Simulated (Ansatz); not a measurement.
# GeH₄ (singlet): the correlation ladder at distance Ge1–H2 = 1.701 Å, 6-31G

The task here is to estimate one member of a computed series from the others.

Method: 6-31G, core rule «outside noble gas», up to 14 orbitals frozen; program: Ansatz 0.2.0, Gaussian basis.

To be run: UHF; CCSD(T) on RHF; BCCD(T) on RHF; CISD; CCSDT(Q) on RHF; CCSDTQ on RHF; CASSCF and MRCISD+Q, 2 electrons in 2 orbitals; CASSCF and NEVPT2, 2 electrons in 2 orbitals; CASSCF and MRCISD+Q, 8 electrons in 8 orbitals; CASSCF and NEVPT2, 8 electrons in 8 orbitals; Full CI.

## What is computed

The geometry derives from a PBE0/def2-TZVP stationary point (not a proven minimum). One bond is set to the value named and the two fragments are kept rigid. No spin-orbit coupling is included. The filled d shell of Ge may be among the frozen orbitals whatever the setting's name suggests; the logs give the count.

5 atoms, charge 0, spin multiplicity 1.

Atoms are counted from 1 here; the program's logs count them from 0.

Bond lengths: Ge1–H2 1.701 Å, Ge1–H3 1.534 Å, Ge1–H4 1.534 Å, Ge1–H5 1.534 Å. Angles: H2–Ge1–H3 109.5°, H2–Ge1–H4 109.5°, H2–Ge1–H5 109.5°, H3–Ge1–H4 109.5°, H3–Ge1–H5 109.5°, H4–Ge1–H5 109.5°.

The first run:

in.yaml reads:

```yaml
crystal:
  periodic: [false, false, false]
  atoms:
    - {symbol: Ge, position_ang: [-0.001263, -0.001267, -0.001265]}
    - {symbol: H, position_ang: [0.979112, 0.982293, 0.981016]}
    - {symbol: H, position_ang: [-0.889148, -0.885286, 0.884398]}
    - {symbol: H, position_ang: [-0.885089, 0.883246, -0.890489]}
    - {symbol: H, position_ang: [0.886123, -0.888959, -0.883750]}
basis:
  gaussian: {orbitals: 6-31G}
magnetization: {spin_polarized: true, initial_magnetization: 0}
hamiltonian: {xc: hf}
output: {orbitals: {seedname: orbitals}}
```

Started as:

```
> ansatz run in.yaml --threads 1 --pin off --events-out ev --progress --plain --max-ram 4096MiB --backend cpu
```

Steps of the session up to this table: UHF; CCSD(T) on RHF; BCCD(T) on RHF; CISD; CCSDT(Q) on RHF; CCSDTQ on RHF; CASSCF and MRCISD+Q, 2 electrons in 2 orbitals; CASSCF and NEVPT2, 2 electrons in 2 orbitals; CASSCF and MRCISD+Q, 8 electrons in 8 orbitals; CASSCF and NEVPT2, 8 electrons in 8 orbitals; Full CI.

One of the session's tables, all rows but one given; the rest of the session is left out.

| method | from FCI (kcal/mol) |
| --- | --- |
| RHF | +55.98 |
| RMP2 | ? |
| CISD | +3.12 |
| RCCSD | +0.94 |
| RCCSD(T) | +0.26 |
| BCCD(T) | +0.26 |
| RCCSDT | +0.02 |
| RCCSDT(Q) | +0.01 |
| RCCSDTQ | 0.00 |
| CASSCF pair | +44.77 |
| NEVPT2 pair | +13.25 |
| MRCISD pair | +1.94 |
| MRCISD+Q pair | -0.15 |
| CASSCF valence | +13.86 |
| NEVPT2 valence | +3.80 |
| MRCISD valence | +0.38 |
| MRCISD+Q valence | +0.21 |
| FCI | 0 |

Estimate the missing values for RMP2.

**Answer.** from FCI (kcal/mol): +16.39. In the column «from FCI (kcal/mol)» it lies between CASSCF valence (+13.86) and CASSCF pair (+44.77).

Some runs used a GPU and others CPU threads alone; cost is compared among the CPU runs only.

Among the levels timed on like hardware, those that no quicker one beats, quickest first: RCCSD(T) (0.45 s, +0.26 kcal/mol); BCCD(T) (0.49 s, +0.26 kcal/mol); MRCISD+Q pair (0.87 s, -0.15 kcal/mol); RCCSDT(Q) (1.2 s, +0.01 kcal/mol). Runs this short are mostly start-up, so their order is noise.

Limits of these values: The yardstick is full CI for this spin, exact in this basis with these frozen cores. MRCISD+Q pair falls below full CI: the +Q correction isn't variational, and the cores differ from full CI's. Of the multireference levels listed MRCISD+Q pair comes nearest in total energy (-0.15 kcal/mol), which doesn't show that its space is the better one.
